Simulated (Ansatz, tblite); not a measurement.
**In14As14 wurtzite off sphere (In₁₄As₁₄H₃₄): a ladder of methods and basis sets**

An exercise on one series of results from a longer session: the logs are not shown, and one member is left open.

Program: Ansatz 0.2.0, Gaussian basis. Level of theory: as each input shows. These are calculated values, not measurements.

Levels to be run: GFN1-xTB, GFN2-xTB, PBE-D4/def2-SVP, r2SCAN-D4/def2-SVP, r2SCANh-D4/def2-SVP, r2SCAN-D4/def2-mTZVP.

1 further run of the same task is left out (set aside as unsound or not needed).

## The relaxed structure

The singlet was relaxed beforehand with PBE-D4/def2-SVP.

62 atoms, charge 0, spin multiplicity 1.

Bond lengths: As1–In2 2.768 Å, As1–In5 2.687 Å, As1–H29 1.529 Å, As1–H30 1.528 Å, In2–As4 2.690 Å, In2–H31 1.736 Å, In2–H32 1.746 Å, In3–As4 2.727 Å, In3–As8 2.736 Å, In3–H33 1.746 Å, In3–H34 1.736 Å, As4–In10 2.642 Å, As4–H35 1.530 Å, In5–As6 2.728 Å, In5–As9 2.635 Å, In5–H36 1.737 Å, As6–In11 2.704 Å, As6–H37 1.527 Å and more. Angles: In2–As1–In5 122.2°, In2–As1–H29 114.4°, In2–As1–H30 108.4°, In5–As1–H29 106.6°, In5–As1–H30 105.1°, H29–As1–H30 96.7°, As1–In2–As4 88.0°, As1–In2–H31 107.1°, As1–In2–H32 102.2°, As4–In2–H31 112.4°, As4–In2–H32 110.8°, H31–In2–H32 127.8°, As4–In3–As8 96.6°, As4–In3–H33 104.7°, As4–In3–H34 108.7°, As8–In3–H33 104.8°, As8–In3–H34 108.4°, H33–In3–H34 128.9° and more.

In takes a core potential in the def2 sets. No spin-orbit coupling is included.

PBE0-D4/def2-SVP was run before; its log isn't repeated, and its numbers join the tables.

The first run:

Tight binding, by tblite at 300 K electronic temperature and without a spin-polarisation term:

```python
tblite.interface.Calculator('GFN1-xTB', numbers, positions, charge=0, uhf=0).singlepoint()
```

Tight binding, by tblite at 300 K electronic temperature and without a spin-polarisation term:

```python
tblite.interface.Calculator('GFN2-xTB', numbers, positions, charge=0, uhf=0).singlepoint()
```

start.molden holds the orbitals of an earlier run on this state, given as this run's starting guess.

Input file in.yaml:

```yaml
crystal:
  periodic: [false, false, false]
  atoms:
    - {symbol: As, position_ang: [-1.755170, -5.213378, -0.569232]}
    - {symbol: In, position_ang: [-3.932759, -4.148073, 0.766135]}
    - {symbol: In, position_ang: [-3.878031, -2.159152, -3.414392]}
    - {symbol: As, position_ang: [-3.629022, -1.919450, -0.709174]}
    - {symbol: In, position_ang: [0.756006, -4.374237, -0.111175]}
    - {symbol: As, position_ang: [0.540690, -4.237467, 2.604590]}
    - {symbol: In, position_ang: [0.533135, -2.038362, -3.411501]}
    - {symbol: As, position_ang: [-1.656225, -0.701347, -4.065566]}
    - {symbol: As, position_ang: [0.700753, -1.821270, -0.762580]}
    - {symbol: In, position_ang: [-1.490257, -0.597856, 0.103989]}
    - {symbol: In, position_ang: [0.636879, -1.882796, 3.929746]}
    - {symbol: As, position_ang: [-1.396499, -0.585399, 2.801174]}
    - {symbol: In, position_ang: [-1.765937, 1.853263, -3.335836]}
    - {symbol: As, position_ang: [-1.543233, 1.909720, -0.694440]}
    - {symbol: In, position_ang: [-3.937123, 2.988910, -0.100444]}
    - {symbol: In, position_ang: [-1.574442, 1.824775, 3.952802]}
    - {symbol: As, position_ang: [-3.636137, 2.947618, 2.654428]}
    - {symbol: As, position_ang: [2.647510, -0.476500, -4.115451]}
    - {symbol: In, position_ang: [2.944878, -0.629584, 0.074372]}
    - {symbol: As, position_ang: [2.646820, -0.569077, 2.774850]}
    - {symbol: In, position_ang: [3.048927, 2.056051, -3.225293]}
    - {symbol: As, position_ang: [0.632688, 2.918307, -4.088957]}
    - {symbol: As, position_ang: [2.820652, 1.932065, -0.604455]}
    - {symbol: In, position_ang: [0.611843, 3.252006, 0.101330]}
    - {symbol: In, position_ang: [2.701696, 1.824644, 3.974082]}
    - {symbol: As, position_ang: [0.570372, 2.924420, 2.799813]}
    - {symbol: In, position_ang: [5.093723, 3.238667, 0.032369]}
    - {symbol: As, position_ang: [4.774491, 3.039674, 2.775626]}
    - {symbol: H, position_ang: [-1.709888, -6.741328, -0.586631]}
    - {symbol: H, position_ang: [-1.971127, -5.025586, -2.069842]}
    - {symbol: H, position_ang: [-5.325206, -5.070675, 0.292163]}
    - {symbol: H, position_ang: [-3.301362, -3.916701, 2.377312]}
    - {symbol: H, position_ang: [-3.440257, -3.814506, -3.754381]}
    - {symbol: H, position_ang: [-5.282950, -1.275512, -3.924489]}
    - {symbol: H, position_ang: [-4.720154, -0.947789, -0.255411]}
    - {symbol: H, position_ang: [2.065505, -5.410133, -0.591287]}
    - {symbol: H, position_ang: [-0.778649, -4.892312, 3.008416]}
    - {symbol: H, position_ang: [1.462215, -5.245547, 3.291039]}
    - {symbol: H, position_ang: [0.719223, -3.644733, -4.067222]}
    - {symbol: H, position_ang: [-1.615356, -0.666512, -5.597035]}
    - {symbol: H, position_ang: [0.664380, -2.069638, 5.657996]}
    - {symbol: H, position_ang: [-2.631714, -1.363951, 3.255491]}
    - {symbol: H, position_ang: [-3.048268, 2.780397, -4.069014]}
    - {symbol: H, position_ang: [-5.162462, 1.783652, -0.378544]}
    - {symbol: H, position_ang: [-3.945119, 4.679254, -0.502776]}
    - {symbol: H, position_ang: [-1.643603, 1.851710, 5.691437]}
    - {symbol: H, position_ang: [-4.882661, 2.405192, 3.354953]}
    - {symbol: H, position_ang: [-3.730634, 4.354438, 3.245559]}
    - {symbol: H, position_ang: [2.844488, -0.498829, -5.632252]}
    - {symbol: H, position_ang: [3.908172, -1.269547, -3.774418]}
    - {symbol: H, position_ang: [4.398947, -1.486991, -0.375994]}
    - {symbol: H, position_ang: [3.885112, -1.269554, 3.341394]}
    - {symbol: H, position_ang: [4.390345, 2.831782, -4.020409]}
    - {symbol: H, position_ang: [0.693987, 3.099217, -5.606817]}
    - {symbol: H, position_ang: [0.573958, 4.406754, -3.748944]}
    - {symbol: H, position_ang: [0.637002, 4.943438, -0.333237]}
    - {symbol: H, position_ang: [2.725380, 1.810189, 5.714873]}
    - {symbol: H, position_ang: [0.567925, 4.343013, 3.376799]}
    - {symbol: H, position_ang: [6.455520, 2.210294, -0.305944]}
    - {symbol: H, position_ang: [4.891912, 4.934837, -0.294324]}
    - {symbol: H, position_ang: [6.014836, 2.447373, 3.445275]}
    - {symbol: H, position_ang: [4.872077, 4.405928, 3.454659]}
basis:
  gaussian: {orbitals: def2-SVP, fitting: {mean_field: def2-universal-jkfit}, initial_orbitals: start.molden}
hamiltonian: {xc: pbe, dispersion: d4}
scf: {omitted_lower_state_checks: [starts]}
output: {orbitals: {seedname: orbitals}}
```

Run with:

```
> ansatz run in.yaml --threads 10 --pin off --events-out ev --progress --plain --max-ram 110592MiB --backend cuda --devices 0, --max-vram 75GiB
```

Among the steps run: PBE-D4/def2-SVP; r2SCAN-D4/def2-SVP; r2SCANh-D4/def2-SVP; r2SCAN-D4/def2-mTZVP.

One table of the session follows, with a row left open; its other results are not shown here.

It belongs to the step «Binding energy». 

| level | binding an atom (eV) |
| --- | --- |
| PBE-D4/def2-SVP | 2.417 |
| r2SCAN-D4/def2-SVP | 2.417 |
| r2SCAN-D4/def2-mTZVP | 2.398 |
| r2SCANh-D4/def2-SVP | ? |
| PBE0-D4/def2-SVP | 2.410 |

Q: Estimate the row for r2SCANh-D4/def2-SVP from the others.

As computed: binding an atom (eV): 2.409. In the column «binding an atom (eV)» it lies between r2SCAN-D4/def2-mTZVP (2.398) and PBE0-D4/def2-SVP (2.410).

To keep in mind: Free atoms were run apart at each level; binding is atoms less cluster, divided by the number of atoms, without zero-point or spin-orbit terms.
